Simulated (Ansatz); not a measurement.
**F2H5NSi2: a ladder of functionals and wavefunction methods**

How much do the methods differ for F2H5NSi2? The plan is to run it at one geometry with functionals of several rungs and with coupled cluster, and see how far each lands from CCSD(T) at the basis-set limit for the atomisation energy.

Program: Ansatz 0.2.0, Gaussian basis. Level of theory: functionals in def2-TZVPP, the program's frozen cores in correlated methods. These are calculated values, not measurements.

Plan: PBE-D4, r2SCAN-D4, PBE0-D4, B3LYP-D4, ωB97X-V, ωB97M-V, B2PLYP; CCSD(T)/def2-TZVPP; MP2/def2-QZVPP; extrapolation to the limit.

### Step 1. The relaxed structure

The geometry comes from an earlier relaxation with PBE0-D4 in a triple-zeta def2 set; it is a stationary point, not always the lowest conformer.

SMILES `F[SiH](F)N[SiH3]`, 10 atoms, charge 0, spin multiplicity 1.

Atoms are counted from 1 here; the program's logs count them from 0.

Bond lengths: F1–Si2 1.588 Å, Si2–F3 1.587 Å, Si2–N4 1.693 Å, Si2–H6 1.469 Å, N4–Si5 1.735 Å, N4–H7 1.012 Å, Si5–H8 1.486 Å, Si5–H9 1.483 Å, Si5–H10 1.486 Å. Angles: F1–Si2–F3 104.4°, F1–Si2–N4 112.2°, F1–Si2–H6 108.8°, F3–Si2–N4 110.1°, F3–Si2–H6 110.4°, N4–Si2–H6 110.9°, Si2–N4–Si5 128.6°, Si2–N4–H7 115.8°, Si5–N4–H7 115.6°, N4–Si5–H8 110.9°, N4–Si5–H9 106.8°, N4–Si5–H10 111.3°, H8–Si5–H9 110.0°, H8–Si5–H10 108.1°, H9–Si5–H10 109.7°.

### Step 2. PBE-D4 (GGA)

The input, in.yaml:

```yaml
crystal:
  periodic: [false, false, false]
  atoms:
    - {symbol: F, position_ang: [-0.279706, 1.366699, 2.270393]}
    - {symbol: Si, position_ang: [-0.763201, 1.076089, 0.786023]}
    - {symbol: F, position_ang: [-1.139522, 2.505709, 0.207763]}
    - {symbol: N, position_ang: [0.453675, 0.370476, -0.155386]}
    - {symbol: Si, position_ang: [0.553318, -1.255961, -0.752295]}
    - {symbol: H, position_ang: [-1.951786, 0.214774, 0.835278]}
    - {symbol: H, position_ang: [1.245144, 0.964342, -0.369450]}
    - {symbol: H, position_ang: [0.676502, -1.270822, -2.232962]}
    - {symbol: H, position_ang: [-0.696042, -1.941234, -0.341471]}
    - {symbol: H, position_ang: [1.726719, -1.969571, -0.184692]}
basis:
  gaussian: {orbitals: def2-TZVPP}
hamiltonian: {xc: pbe, dispersion: d4}
output: {forces: true, orbitals: {seedname: orbitals}}
```

Run with:

```
$ ansatz run in.yaml --threads 4 --pin off --events-out ev --progress --plain --max-ram 10444MiB
```

After this run come: r2SCAN-D4 (meta-GGA); PBE0-D4 (hybrid); B3LYP-D4 (hybrid); ωB97X-V (range-separated); ωB97M-V (range-separated); B2PLYP (double hybrid); CCSD(T) in def2-TZVPP; MP2 in def2-QZVPP.

Before running them: what should the planned runs give, taken together? Wanted: atomisation energy, CCSD(T)/CBS; farthest; mean size of error, hybrid; mean size of error, range-separated; gap, smallest and largest; T1 diagnostic; triples share of the correlation energy.

As calculated:

```
                               quantity                                 value
        atomisation energy, CCSD(T)/CBS                             37.863 eV
    functionals within 0.189 eV (0.5 %)                      ωB97X-V, ωB97M-V
                               farthest                   PBE0-D4 (-0.821 eV)
             mean size of error, hybrid                              0.567 eV
    mean size of error, range-separated                              0.057 eV
              gap, smallest and largest  6.11 eV (PBE-D4), 12.75 eV (ωB97X-V)
                          T1 diagnostic                                0.0113
triples share of the correlation energy                                 3.0 %
```

PBE-D4 misses by -0.264 eV. Double hybrids carry the basis error of their MP2 part in triple zeta, and no dispersion term here, so their miss is partly the set-up's. Misses under about 0.189 eV are within the doubt on the reference itself, which lacks core-valence correlation, relativity and higher excitations. Hartree-Fock recovers 74 % of the binding; the rest is correlation. Orbital gaps span 6.1 to 12.7 eV; exact exchange widens them.
